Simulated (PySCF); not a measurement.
# RuF3: structure of the doublet

Where does doublet RuF3 go from a B3LYP minimum start, is the end point a minimum, and what are its modes, charges and moments?

Computed with PySCF 2.14.0. Level: B3LYP, basis Ru def2-SVP with ECP28, F def2-SVP, scalar-relativistic core potentials, no spin–orbit coupling, density fitting.

**1. The starting structure**

4 atoms, charge 0, spin multiplicity 2.

Bond lengths: Ru1–F2 1.830 Å, Ru1–F3 1.830 Å, Ru1–F4 1.830 Å. Angles: F2–Ru1–F3 120.0°, F2–Ru1–F4 120.0°, F3–Ru1–F4 120.0°.

```xyz
4
charge 0 multiplicity 2
Ru    0.0000    0.0000    0.0000
F     1.8302    0.0000    0.0000
F    -0.9151    1.5850    0.0000
F    -0.9151   -1.5850    0.0000
```

**2. Finding the electronic state**

One driver script runs all steps and calls PySCF; scf.py shows how it sets up the SCF of each step. The optimiser is the driver's own. After this first run the driver tries any further starts and a stability analysis.

The input, scf.py:

```python
from pyscf import gto, scf, dft
mol = gto.M(atom='''
Ru    -0.000000     0.000000    -0.000000
F      1.830202     0.000013     0.000000
F     -0.915112     1.584995     0.000000
F     -0.915090    -1.585007    -0.000000''',
    basis={'Ru': 'def2-SVP', 'F': 'def2-SVP'},
    ecp={'Ru': 'def2-SVP'},
    charge=0, spin=1)
mf = dft.UKS(mol, xc='B3LYP')
mf.grids.atom_grid = (50, 194)
aux = {'Ru': 'def2-universal-JKFIT', 'F': 'def2-universal-JKFIT'}
mf = mf.density_fit(auxbasis=aux)
mf.conv_tol = 1e-08
mf.diis_space = 10
mf.max_cycle = 60
mf.init_guess = 'minao'
mf.verbose = 4
mf.kernel()
```

Started as:

```sh
> OMP_NUM_THREADS=2 python axn.py task.json out
```

What it wrote:

```text
init E= -384.907562131142
[... the frontier-level lines of each cycle are left out ...]
cycle= 1 E= -394.062184632552  delta_E= -9.15  |g|= 0.631  |ddm|= 2.12
cycle= 2 E= -393.701045712034  delta_E= 0.361  |g|= 1.22  |ddm|= 1.03
cycle= 3 E= -394.151243192947  delta_E= -0.45  |g|= 0.297  |ddm|= 0.816
cycle= 4 E= -394.193923694535  delta_E= -0.0427  |g|= 0.0242  |ddm|= 0.29
cycle= 5 E= -394.194239578347  delta_E= -0.000316  |g|= 0.00226  |ddm|= 0.0255
cycle= 6 E= -394.194245578101  delta_E= -6e-06  |g|= 0.000791  |ddm|= 0.00428
cycle= 7 E= -394.194246766722  delta_E= -1.19e-06  |g|= 0.00024  |ddm|= 0.00214
cycle= 8 E= -394.194246885169  delta_E= -1.18e-07  |g|= 0.000153  |ddm|= 0.000863
cycle= 9 E= -394.194246892035  delta_E= -6.87e-09  |g|= 8.41e-05  |ddm|= 0.000151
Extra cycle  E= -394.19424687929  delta_E= 1.27e-08  |g|= 0.000205  |ddm|= 0.000192
converged SCF energy = -394.19424687929  <S^2> = 0.75196637  2S+1 = 2.0019654
```

This step, with its further starts and checks, needed 18 s of wall time on 2 threads of Arm Neoverse N1, shared host.

The starts that the driver tried:

```csv
start,energy (Eh)
the minimal-basis guess,-394.194247
a thermally smeared density,-394.194247
a smeared PBE density,-394.194247
```

No lower solution of this spin turned up from the other starts or in the test of internal stability.

**3. Relaxing the doublet from the B3LYP minimum start**

The program finds D3h symmetry in the start, which this walk keeps. The walk stops when the largest gradient is under 0.0003 Eh/bohr and the energy has settled too.

scf.py: that of step 2 with these lines changed.

```diff
@@ -3 +3 @@
-Ru    -0.000000     0.000000    -0.000000
+Ru    -0.000000     0.000000     0.000000
@@ -6 +6 @@
-F     -0.915090    -1.585007    -0.000000''',
+F     -0.915090    -1.585008     0.000000''',
@@ -17 +16,0 @@
-mf.init_guess = 'minao'
```

Steps of the walk:

```csv
step,energy (Eh),change (kJ/mol),largest symmetric gradient (Eh/bohr)
0,-394.194247,0.00,0.00088
1,-394.194252,-0.01,0.00020
2,-394.194252,-0.01,0.00000
```

The walk took 8.2 s.

Positions (Å) and forces (eV/Å) along the way:

```
step 0
Ru   0.000   0.000   0.000  -0.022   0.000   0.000
F    1.830   0.000   0.000  -0.041   0.000   0.000
F   -0.915   1.585   0.000   0.031  -0.037   0.000
F   -0.915  -1.585   0.000   0.031   0.037   0.000
step 1
Ru   0.000   0.000   0.000  -0.022   0.000   0.000
F    1.828   0.000   0.000   0.015   0.000   0.000
F   -0.914   1.583   0.000   0.003   0.011   0.000
F   -0.914  -1.583   0.000   0.003  -0.011   0.000
step 2
Ru   0.000   0.000   0.000  -0.022   0.000   0.000
F    1.829   0.000   0.000   0.005   0.000   0.000
F   -0.914   1.584   0.000   0.009   0.002   0.000
F   -0.914  -1.584   0.000   0.009  -0.002   0.000
```

After 2 steps and 0.0 kJ/mol it ends at D3h: Ru–F 1.829 Å (×3); F–Ru–F 120.0° (×3).

**4. Vibrations and properties at this point**

The point is checked on the finer grid, and tightened if its gradient asks for it. The Hessian and the dipole derivatives come from central differences of analytic gradients, with steps of 0.02 bohr.

scf.py: that of step 3 with these lines changed.

```diff
@@ -4,3 +4,3 @@
-F      1.830202     0.000013     0.000000
-F     -0.915112     1.584995     0.000000
-F     -0.915090    -1.585008     0.000000''',
+F      1.829207     0.000013     0.000000
+F     -0.914615     1.584133     0.000000
+F     -0.914593    -1.584146     0.000000''',
@@ -11 +11 @@
-mf.grids.atom_grid = (50, 194)
+mf.grids.atom_grid = (75, 302)
@@ -14 +14 @@
-mf.conv_tol = 1e-08
+mf.conv_tol = 1e-10
```

The driver hands on the density of the step before, so the log starts near convergence.

SCF at the final geometry:

```text
init E= -394.19413176211
[... the frontier-level lines of each cycle are left out ...]
cycle= 1 E= -394.194131761666  delta_E= 4.43e-10  |g|= 3.81e-05  |ddm|= 3.45e-05
cycle= 2 E= -394.194131758978  delta_E= 2.69e-09  |g|= 9.39e-05  |ddm|= 8.5e-05
cycle= 3 E= -394.194131762196  delta_E= -3.22e-09  |g|= 8.93e-07  |ddm|= 6.04e-05
cycle= 4 E= -394.194131762196  delta_E= -4.55e-13  |g|= 1.92e-07  |ddm|= 6.17e-07
Extra cycle  E= -394.194131762197  delta_E= -1.02e-12  |g|= 4.64e-07  |ddm|= 5.28e-07
converged SCF energy = -394.194131762197  <S^2> = 0.75195843  2S+1 = 2.0019575
```

The whole step took 72 s.

Geometry: D3h; Ru–F 1.829 Å (×3); F–Ru–F 120.0° (×3).

Harmonic modes (main isotopes):

| symmetry | ω (cm⁻¹) | IR (km/mol) | μ (u) | type |
| --- | --- | --- | --- | --- |
| a2'' | 100 | 18.1 | 26.83 | bend |
| e' | 149 | 15.6 | 21.30 | bend |
| a1' | 676 | 0.0 | 19.00 | stretch |
| e' | 701 | 271 | 23.28 | stretch |

No imaginary mode, so this is a minimum.

Constants and moments:

| Quantity | Value |
| --- | --- |
| Dipole moment | 0.00 D |
| Highest occupied level | -7.47 eV |
| Lowest empty level | -4.39 eV |
| Rotational constants | 0.1768, 0.1768, 0.0884 cm⁻¹ |
| Zero-point energy | 14.8 kJ/mol |
| Principal polarisabilities | 20.3, 31.4, 31.4 bohr³ |
| Atomisation energy without zero-point energy | 1202 kJ/mol |
| Principal traceless quadrupole moments about the centre of mass | -2.86, -2.86, 5.73 D Å |
| Entropy at 298.15 K and 1 bar (electronic part: spin only) | 312.1 J/(mol K) |
| Heat capacity Cp at 298.15 K | 67.9 J/(mol K) |
| Enthalpy at 298.15 K above 0 K | 16.15 kJ/mol |
| Rotational symmetry number | 6 |
| Spin squared ⟨S²⟩ | 0.752 |

Charges (e) and bond orders:

```tsv
atom	Mulliken	Löwdin	polar tensor	spin (Mulliken)	Mayer order to Ru1
Ru1	0.99	0.37	1.69	1.03	–
F2,3,4	-0.33	-0.12	-0.56	-0.01	1.02
```

Outer orbital energies (eV). α occupied: -12.67, -12.02, -12.02, -11.93, -11.66, -8.37, -7.77, -7.77; empty: -4.25, -4.25, -0.74, -0.02. β occupied: -12.60, -12.60, -12.05, -12.05, -11.92, -11.70, -7.47, -7.47; empty: -4.39, -3.91, -3.91, -0.43.

Mulliken populations on Ru1 (outside its core potential): s 2.32, p 6.32, d 6.35, f 0.02.

**5. What came out**

| quantity | value |
| --- | --- |
| minimum | doublet, D3h |
| geometry | Ru–F 1.829 Å (×3); F–Ru–F 120.0° (×3) |
| wavenumbers (cm⁻¹) | 100 (a2''), 149 (e'), 676 (a1'), 701 (e') |
| dipole moment | 0.00 D |
| highest occupied, lowest empty level (either spin) | -7.47, -4.39 eV |
| polar-tensor charge of Ru1 | +1.69 e |
| zero-point energy | 14.8 kJ/mol |
| entropy at 298.15 K | 312.1 J/(mol K) |
| atomisation energy (no zero-point energy) | 1202 kJ/mol |
| ⟨S²⟩ | 0.752 |

**Reading.** The B3LYP minimum start keeps its D3h symmetry and ends in a minimum. In the infrared the band at 701 cm⁻¹ (e', stretch) leads. Ru1 has a polar-tensor charge of +1.7 e (a dipole derivative, not a static charge), yet symmetry cancels the bond dipoles. Most of the spin sits on Ru1 (Mulliken spin 1.03, against 1 for the whole molecule). Other starts or spin states, not run here, may lie lower. One determinant may miss the lowest occupation of an open d or f shell.

The search up to here took 99 s.
